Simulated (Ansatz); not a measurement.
# C3H7AlSe: geometry optimisation, by script

Aim: a geometry optimisation, for C3H7AlSe, run from a script.

All numbers are computed with the Python package of Ansatz 0.2.0. Level of theory: Hartree-Fock/def2-SVP.

**1. The system**

Bond lengths: C1–C2 1.308 Å, C2–C3 1.473 Å, C2–Se4 1.879 Å, Se4–Al5 2.363 Å, C1–H6 1.055 Å, C1–H7 1.133 Å, C3–H8 1.095 Å, C3–H9 1.151 Å, C3–H10 1.140 Å, Al5–H11 1.564 Å, Al5–H12 1.610 Å. Angles (14 of 16 angles, heavy atoms first): C1–C2–C3 118.6°, C1–C2–Se4 123.3°, C3–C2–Se4 118.2°, C2–Se4–Al5 94.6°, C2–C1–H6 127.3°, C2–C1–H7 118.2°, C2–C3–H8 113.8°, C2–C3–H9 110.3°, C2–C3–H10 110.4°, Se4–Al5–H11 119.0°, Se4–Al5–H12 119.9°, H6–C1–H7 114.4°, H8–C3–H9 111.3°, H8–C3–H10 106.0°.

No structure file is read: the coordinates are typed or built in the script.

**2. The script**

File opt.py:

```python
"""Geometry optimisation of C3H7AlSe."""

import ansatz as az
import numpy as np
import pandas as pd

BASIS = "def2-SVP"
FUNCTIONAL = "hf"

GEOMETRY = """
C    -0.55070    0.65080    1.46150
C    -0.42150   -0.29760    0.56990
C     0.68690   -1.25700    0.71730
Se   -1.56520   -0.48480   -0.90860
Al   -0.25890    0.87710   -2.33030
H     0.07540    0.83970    2.28950
H    -1.39830    1.39200    1.33680
H     0.74430   -1.99310   -0.09200
H     0.63720   -1.77020    1.74600
H     1.68750   -0.71010    0.71700
H     0.89960    0.22380   -3.15330
H    -0.45930    2.47410   -2.31960
"""


def main() -> None:
    mol = az.Crystal.molecule()
    for line in GEOMETRY.strip().splitlines():
        symbol, *xyz = line.split()
        mol = mol.atom(symbol, [float(v) for v in xyz])

    model = mol.calculation()
    model = model.basis(gaussian=BASIS).functional(FUNCTIONAL)
    symbols = [site.symbol for site in mol.cartesian_sites]
    start = np.array([site.position_ang for site in mol.cartesian_sites], dtype=float)
    def progress(event):
        if event["event"] == "relax_step":
            row = event["data"]
            print(f"step {row['step']:3d}  E = {row['lagrangian_ev']:.6f} eV  largest force component {row['allowed_force_max_ev_ang']:.4f} eV/A")


    summary = model.relax(force_tolerance=0.005, max_steps=100).session().plan().execute(on_event=progress).report
    end = np.array(summary["positions_ang"])

    print("reference energy %16.6f eV" % summary["reference_energy_ev"])
    print("total energy     %16.6f eV" % summary["free_energy_ev"])
    print("occupied orbitals outside the frozen core (up, down):", summary["n_occupied"], " frozen:", summary["n_frozen"], " virtual:", summary["n_virtual"])

    print("final positions (A) and the move of each atom")
    for symbol, xyz, old in zip(symbols, end, start):
        print(f"{symbol:2s} {xyz[0]:10.5f} {xyz[1]:10.5f} {xyz[2]:10.5f}   {np.linalg.norm(xyz - old):7.4f}")

    charges = summary["charge_distribution"]
    table = pd.DataFrame({"atom": symbols, "mulliken": charges["mulliken_charges_e"], "lowdin": charges["lowdin_charges_e"]})
    print(table.round(3).to_string())
    print("dipole (e A):", np.round(charges["dipole_moment_e_ang"], 4) + 0.0)
    with open("c3h7alse_opt.xyz", "w") as handle:
        handle.write(f"{len(symbols)}\nrelaxed C3H7AlSe\n")
        handle.writelines(f"{s:2s} {x:11.6f} {y:11.6f} {z:11.6f}\n" for s, (x, y, z) in zip(symbols, end))


if __name__ == "__main__":
    main()
```

**3. The input behind the calls**

The package turns the script's settings into the engine's input:

```yaml
crystal:
  periodic: [false, false, false]
  atoms:
    - { symbol: C, position_ang: [-0.5507, 0.6508, 1.4615] }
    - { symbol: C, position_ang: [-0.4215, -0.2976, 0.5699] }
    - { symbol: C, position_ang: [0.6869, -1.257, 0.7173] }
    - { symbol: Se, position_ang: [-1.5652, -0.4848, -0.9086] }
    - { symbol: Al, position_ang: [-0.2589, 0.8771, -2.3303] }
    - { symbol: H, position_ang: [0.0754, 0.8397, 2.2895] }
    - { symbol: H, position_ang: [-1.3983, 1.392, 1.3368] }
    - { symbol: H, position_ang: [0.7443, -1.9931, -0.092] }
    - { symbol: H, position_ang: [0.6372, -1.7702, 1.746] }
    - { symbol: H, position_ang: [1.6875, -0.7101, 0.717] }
    - { symbol: H, position_ang: [0.8996, 0.2238, -3.1533] }
    - { symbol: H, position_ang: [-0.4593, 2.4741, -2.3196] }
basis:
  gaussian:
    orbitals: def2-SVP
hamiltonian:
  xc: hf
relax:
  f_tol: 0.005
  max_steps: 100
```

**4. The run**

Started as:

```sh
python opt.py
```

Without the output at hand: what should come out? Wanted: total energy; dipole moment; moves of the relaxation; energy gained; last largest force component.

As calculated:

```
                    quantity           value
                total energy  -75075.7467 eV
               dipole moment          2.10 D
     moves of the relaxation              24
               energy gained        0.618 eV
last largest force component     0.0023 eV/Å
```

After 24 moves the largest shift is 0.989 Å, of atom 6 (H). So large a move can change the bonding: the results belong to the relaxed structure. What to keep in mind:
- The end point is the stationary point reached from this start; no frequency run checks that it is a minimum, and the basis set is modest.
- The Löwdin charges here are taken after orthogonalising the functions within each atom; they differ from plain Löwdin charges, and their signs can be unphysical.
